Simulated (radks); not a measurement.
**Sb³⁺ in [Kr] 4d10 5s2: an all-electron calculation**

An exercise on one series of results from a longer session: the logs are not shown, and one member is left open.

The numbers are computed with radks (a radial shooting solver on a logarithmic mesh, Libxc functionals) version 1 (scalar-relativistic Kohn-Sham, BP86, spin-unpolarised, spherical densities, point nucleus), except any that are marked as measured or tabulated.

### The system

- element: antimony (Z = 51)
- charge: +3
- electrons: 48
- configuration: [Kr] 4d10 5s2

The outer shells:

Sb³⁺
```
[Kr] core
4d [↑↓][↑↓][↑↓][↑↓][↑↓]
5s [↑↓]
```

Set-up of the first run:

Settings of this run:

```text
Z 51
configuration [Kr] 4d10 5s2 5p0 6s0 4f0 5d0
relativity scalar-relativistic
functional b88,p86
spin unpolarised
nucleus point
c 137.035999084
```

Among the steps run: Self-consistent calculation.

One table of the session follows, with a row left open; its other results are not shown here.

It belongs to the step «Radial structure». Radial moments (bohr):

```
level      <r>  outermost maximum (interpolated)  90 % within  nodes
   1s  0.02842                            0.0183       0.0511      0
   2s   0.1226                             0.104        0.189      1
   2p   0.1071                            0.0830        0.174      0
   3s   0.3305                             0.300        0.486      2
   3p   0.3287                             0.293        0.494      1
   3d   0.3054                             0.244        0.481      0
   4s   0.7903                             0.722         1.14      3
   4p   0.8513                             0.762         1.25      2
   4d    1.020                             0.846         1.57      1
   5s    2.015                              1.81         2.89      4
   5p    2.342                              2.09         3.38      3
   5d        ?                                 ?            ?      ?
```

Q: Estimate the row for 5d from the others.

The run gave: <r>: 3.284; outermost maximum (interpolated): 2.88; 90 % within: 4.82; nodes: 2. In the column «<r>» it is the highest.
